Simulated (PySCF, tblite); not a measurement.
# C₆H₈O₃: geometry, infrared bands and NMR shifts

Aim: predict the infrared bands and NMR shifts of C₆H₈O₃ (`O=CO[C@@H]1CCCC1=O`).

Computed with tblite 0.8.0 and PySCF 2.14.0, with density-fitted response routines of our own, on a single molecule in the gas phase. Atoms count from 0, in the outputs and in this text.

### 1 Starting geometry

17 atoms, charge 0, multiplicity 1; geometry from: force field or distance geometry start.

Bonds of the start (Å): O0–C1 1.28, C1–O2 1.34, O2–C3 1.39, C3–C4 1.50, C4–C5 1.51, C5–C6 1.52, C6–C7 1.51, C7–O8 1.21, C7–C3 1.48, C1–H9 1.08, C3–H10 1.13, C4–H11 1.10, C4–H12 1.10, C5–H13 1.10, C5–H14 1.12, C6–H15 1.14, C6–H16 1.09.

### 2 Optimising the geometry with GFN2-xTB

The job: settings as JSON, then the geometry in Å.

```
{"job": {"kind": "relax", "xc": "GFN2-xTB", "basis": "xTB"}, "charge": 0, "multiplicity": 1}
O      2.612400     0.482700     1.972400
C      2.867100     0.498000     0.720000
O      1.853900     0.322200    -0.144400
C      0.501200     0.148200     0.096900
C     -0.106200    -1.115100    -0.447800
C     -1.550000    -0.923600    -0.032600
C     -1.768900     0.526500    -0.421400
C     -0.397800     1.167900    -0.481800
O     -0.146900     2.262800    -0.931000
H      3.909200     0.634500     0.479200
H      0.335300     0.142500     1.211600
H      0.340400    -2.032900    -0.025900
H     -0.065600    -1.105900    -1.547700
H     -2.231400    -1.614000    -0.543900
H     -1.562500    -1.031200     1.085100
H     -2.339300     1.083400     0.390500
H     -2.258100     0.566000    -1.389100
```

Launch:

```console
OMP_NUM_THREADS=1 python probes_run.py task.json out
```

This one command runs all jobs of the session in turn.

**Question.** This job is followed by: GFN2-xTB harmonic vibrations, gas phase; GIAO PBE0/pcSseg-1 NMR shielding, non-relativistic, gas phase. What will the session give for the following? strongest single infrared mode (GFN2-xTB); zero-point energy (GFN2-xTB); 13C shifts against TMS (PBE0/pcSseg-1); 1H shifts against TMS (PBE0/pcSseg-1); 17O shifts against H2O (PBE0/pcSseg-1); surface potential, 1st and 99th percentile.

**Answer**, as computed:

```
                                 quantity                                               value
strongest single infrared mode (GFN2-xTB)                               1787 cm⁻¹, 491 km/mol
             zero-point energy (GFN2-xTB)                                       83.1 kcal/mol
   13C shifts against TMS (PBE0/pcSseg-1)            217.0, 164.6, 75.1, 38.4, 32.2, 20.1 ppm
    1H shifts against TMS (PBE0/pcSseg-1)  8.24, 5.96, 2.36, 2.35, 2.29, 2.07, 1.97, 1.82 ppm
   17O shifts against H2O (PBE0/pcSseg-1)                             667.2, 427.4, 224.2 ppm
    surface potential, 1st and 99th percentile                                  -1.60 V and 1.21 V
```

In words: Over 78 steps the energy fell by 0.963 eV; of the close pairs, O0–C1 changed most, 1.278 to 1.194 Å. All 45 modes are real, so the xTB geometry is a minimum. The strongest single mode, at 1787 cm⁻¹, moves mainly C1 and O0. GFN2-xTB is a fitted tight-binding method: band positions and strengths are rough. Its intensities can rank the bands wrongly. C7 (ketone carbonyl carbon) lies farthest downfield among carbon, at 217.0 ppm; the double bond to the heteroatom, with no lone-pair donor beside it, deshields it most. At PBE0/pcSseg-1: Shielding is most anisotropic at O8 (span 1323 ppm, paramagnetic term -729 ppm). At PBE0/pcSseg-1, counted by nearest atom on the grid, the HOMO lies on O8 53 %; C3, C6 about 11 % each, the LUMO on C7 41 %; O8 27 %.
